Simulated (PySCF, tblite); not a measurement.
# C₄H₉ClGeSi₂: geometry, infrared bands and NMR shifts

Aim: predict the infrared bands and NMR shifts of C₄H₉ClGeSi₂ (`C#C[Si@@H]1C[Si@H](Cl)[CH2][GeH2]1`).

The runs use tblite 0.8.0 and PySCF 2.14.0, with density-fitted response routines of our own; the level of theory stands in each step. All values are computed, except where a source is named. Atoms are numbered from 0 throughout.

## (1) The starting structure

17 atoms, charge 0, multiplicity 1; geometry from: force field or distance geometry start.

Bonds of the start (Å): C0–C1 1.20, C1–Si2 1.79, Si2–C3 1.86, C3–Si4 1.82, Si4–Cl5 2.11, Si4–C6 1.84, C6–Ge7 1.95, Ge7–Si2 2.33, C0–H8 1.07, Si2–H9 1.47, C3–H10 1.12, C3–H11 1.12, Si4–H12 1.49, C6–H13 1.11, C6–H14 1.11, Ge7–H15 1.53, Ge7–H16 1.52.

## (2) Relaxing the molecule with GFN2-xTB

What the job is given:

```
{"job": {"kind": "relax", "xc": "GFN2-xTB", "basis": "xTB"}, "charge": 0, "multiplicity": 1}
C      3.410700    -1.078600    -1.162900
C      2.520500    -0.601100    -0.524000
Si     1.210500     0.090400     0.480200
C     -0.086300    -1.157500     0.932000
Si    -1.750700    -0.591200     0.443200
Cl    -2.275600    -1.451400    -1.415100
C     -1.781800     1.239300     0.248100
Ge    -0.129400     1.549800    -0.749000
H      4.210800    -1.494200    -1.747400
H      1.688000     0.806900     1.671500
H      0.011400    -1.466400     2.004300
H      0.156300    -2.091100     0.364300
H     -2.777300    -1.091800     1.404500
H     -1.708300     1.781500     1.214800
H     -2.675500     1.521700    -0.344900
H     -0.375700     1.049300    -2.170000
H      0.345300     2.996200    -0.659700
```

Launch:

```bash
$ OMP_NUM_THREADS=1 python probes_run.py task.json out
```

One launch serves the whole session: the jobs run in the order shown.

**Question.** This job is followed by: GFN2-xTB harmonic vibrations, gas phase; GIAO PBE0/pcSseg-1 NMR shielding, non-relativistic, gas phase. What will the session give for the following? strongest single infrared mode (GFN2-xTB); zero-point energy (GFN2-xTB); 13C shifts against TMS (PBE0/pcSseg-1); 1H shifts against TMS (PBE0/pcSseg-1); 29Si shifts against TMS (PBE0/pcSseg-1); 35Cl shifts against HCl (PBE0/pcSseg-1); 73Ge shifts against GeMe4 (PBE0/pcSseg-1).

As calculated:

```
                                 quantity                                                       value
strongest single infrared mode (GFN2-xTB)                                       1845 cm⁻¹, 500 km/mol
             zero-point energy (GFN2-xTB)                                               65.9 kcal/mol
   13C shifts against TMS (PBE0/pcSseg-1)                                   108.0, 88.0, 5.2, 0.4 ppm
    1H shifts against TMS (PBE0/pcSseg-1)  5.85, 4.82, 4.11, 4.07, 2.18, 0.74, 0.60, -0.15, -0.15 ppm
  29Si shifts against TMS (PBE0/pcSseg-1)                                             21.6, -59.7 ppm
  35Cl shifts against HCl (PBE0/pcSseg-1)                                                      -5 ppm
73Ge shifts against GeMe4 (PBE0/pcSseg-1)                                                    -239 ppm
```

Relaxing lowered the energy by 0.586 eV in 157 steps; the close pair that moved most is Si4–Cl5, from 2.114 to 2.025 Å. No mode is imaginary among the 45: a minimum at this level. The strongest single mode, at 1845 cm⁻¹, moves mainly H16. Unscaled tight-binding wavenumbers are off by several per cent, some by more. Its intensities can rank the bands wrongly. At PBE0/pcSseg-1: The largest span, 291 ppm, is at C1, where the paramagnetic term is -160 ppm. Spin-orbit coupling is left out, which matters for shieldings and couplings at and beside the heavy atoms.
